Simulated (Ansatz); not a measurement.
The system is CsLiCr2Te2S3.

```xyz
9
Lattice="3.6036 0.0000 0.0000 -1.8018 3.1208 0.0000 0.0000 0.0000 19.0665" Properties=species:S:1:pos:R:3 pbc="T T T"
Cs    0.0000    0.0000    7.1307
Li    1.8018    1.0403    0.3064
Cr    0.0000    0.0000   16.5187
Cr    0.0000    2.0805    3.2095
Te    0.0000    2.0805   10.2751
Te    1.8018    1.0403   14.7338
S     0.0000    0.0000    1.9124
S     0.0000    2.0805   17.7166
S     1.8018    1.0403    4.4631
```

The cell was built by a generator and needn't be a form met in nature.

| Quantity | Value |
| --- | --- |
| Program | Ansatz 0.2.0 |
| Task | relaxation of cell and atoms |
| Functional | RPBE |
| Potentials or basis | Ansatz PAW |
| Cutoff | 420 eV (not typed: the program's choice for these potentials) |
| k mesh | 6 × 6 × 1 |
| Occupations | fermi-dirac, width 0.05 eV |
| Spin | collinear spin, ferromagnetic start |
| Starting moments | [0.0, 0.0, 3.0, 3.0, 0.0, 0.0, 0.0, 0.0, 0.0] μB |

At the start: volume 23.82 Å³/atom.

Problem. Where does the relaxation end?

Solution. It ends after 11 steps and the volume is 26.54 Å³/atom (+11.4 %); space group P3m1 (No. 156, to 0.05 Å); moment 5.73 μB per cell.

The path:
```
step  energy change (eV)  largest force (eV/Å)  volume (Å³)
   1              0.0000                0.1369       214.42
   2             -0.0628                0.1782       225.61
   3             -0.0725                0.0504       229.63
   4             -0.0755                0.0315       232.56
   5             -0.0766                0.0226       234.56
   6             -0.0766                0.0072       235.10
   7             -0.0812                0.0075       235.10
   8             -0.0815                0.0070       236.85
   9             -0.0815                0.0050       238.42
  10             -0.0815                0.0026       238.87
  11             -0.0819                0.0025       238.87
```

Final structure:
```cif
data_structure
_symmetry_space_group_name_H-M 'P 1'
_symmetry_Int_Tables_number 1
_cell_length_a 3.6610
_cell_length_b 3.6610
_cell_length_c 20.5791
_cell_angle_alpha 90.000
_cell_angle_beta 90.000
_cell_angle_gamma 120.000
_cell_volume 238.87
loop_
_atom_site_label
_atom_site_type_symbol
_atom_site_fract_x
_atom_site_fract_y
_atom_site_fract_z
_atom_site_occupancy
Cs1 Cs 0.00000 0.00000 0.35785 1
Li1 Li 0.66667 0.33333 0.02212 1
Cr1 Cr 0.00000 0.00000 0.88087 1
Cr2 Cr 0.33333 0.66667 0.16486 1
Te1 Te 0.33333 0.66667 0.51234 1
Te2 Te 0.66667 0.33333 0.79447 1
S1 S 0.00000 0.00000 0.10168 1
S2 S 0.33333 0.66667 0.93977 1
S3 S 0.66667 0.33333 0.22605 1
```

Caveat: the plane-wave basis is chosen anew once the cell has moved, so the energies of steps on either side of that aren't comparable; only a ferromagnetic start was run, and an antiferromagnetic order may lie lower in energy; the PAW data sets come from PBE, with cores solved anew for the run's functional, which leaves a small shift of forces and pressure.
